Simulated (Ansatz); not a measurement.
# Se2− (doublet): from Hartree-Fock to the top rungs, aug-cc-pVDZ

One table from this session's results is given with a row withheld; the runs are named, their logs left out.

Program: Ansatz 0.2.0, Gaussian basis. Level of theory: aug-cc-pVDZ, core rule «outside noble gas», up to 28 orbitals frozen. These are calculated values, not measurements.

Plan: UHF; CCSD(T) on ROHF; CCSD(T) on UHF; BCCD(T) on ROHF; CISD; CCSDT(Q) on ROHF; CCSDT(Q) on UHF; CASSCF and MRCISD+Q, 13 electrons in 8 orbitals; CASSCF and NEVPT2, 13 electrons in 8 orbitals.

18 further runs of the same task are left out: 5 that didn't finish, 13 set aside as unsound or not needed.

### The system

The geometry is a PBE0/def2-TZVPD stationary point (not a proven minimum). No spin-orbit coupling is included. The filled d shell of Se may be among the frozen orbitals whatever the setting's name suggests; the logs give the count.

2 atoms, charge -1, spin multiplicity 2.

Atoms are counted from 1 here; the program's logs count them from 0.

Bond lengths: Se1–Se2 2.274 Å.

Set-up of the first run:

File in.yaml:

```yaml
crystal:
  periodic: [false, false, false]
  atoms:
    - {symbol: Se, position_ang: [0.000000, 0.000000, 0.000000]}
    - {symbol: Se, position_ang: [0.000000, 0.000000, 2.273600]}
basis:
  gaussian: {orbitals: aug-cc-pVDZ}
total_charge: -1
magnetization: {spin_polarized: true, initial_magnetization: 1}
hamiltonian: {xc: hf}
output: {orbitals: {seedname: orbitals}}
```

Launch:

```console
$ ansatz run in.yaml --threads 1 --pin off --events-out ev --progress --plain --max-ram 2393MiB
```

Among the steps run: UHF; CCSD(T) on ROHF; CCSD(T) on UHF; BCCD(T) on ROHF; CISD; CCSDT(Q) on ROHF; CCSDT(Q) on UHF; CASSCF and MRCISD+Q, 13 electrons in 8 orbitals; CASSCF and NEVPT2, 13 electrons in 8 orbitals.

One table of the session follows, with a row left open; its other results are not shown here.

```
          method  from UCCSDT(Q) (meV)
            ROHF               +7434.7
             UHF               +7273.1
            RMP2                +810.5
            UMP2                +906.6
            CISD               +1028.8
           RCCSD                +349.4
           UCCSD                +338.3
        RCCSD(T)                 +50.0
        UCCSD(T)                     ?
         BCCD(T)                 +49.5
          RCCSDT                 +31.3
          UCCSDT                 +28.4
       RCCSDT(Q)                  +2.0
       UCCSDT(Q)                     0
  CASSCF valence               +6607.4
  NEVPT2 valence               +1499.5
  MRCISD valence                +808.2
MRCISD+Q valence                +124.6
```

Estimate the missing values for UCCSD(T).

The run gave: from UCCSDT(Q) (meV): +49.6. In the column «from UCCSDT(Q) (meV)» it lies between BCCD(T) (+49.5) and RCCSD(T) (+50.0).

Limits of these values: Restricted and unrestricted rows rest on different reference determinants; where their highest levels disagree by more than a few hundredths of an eV, they describe different states and don't form one ladder.
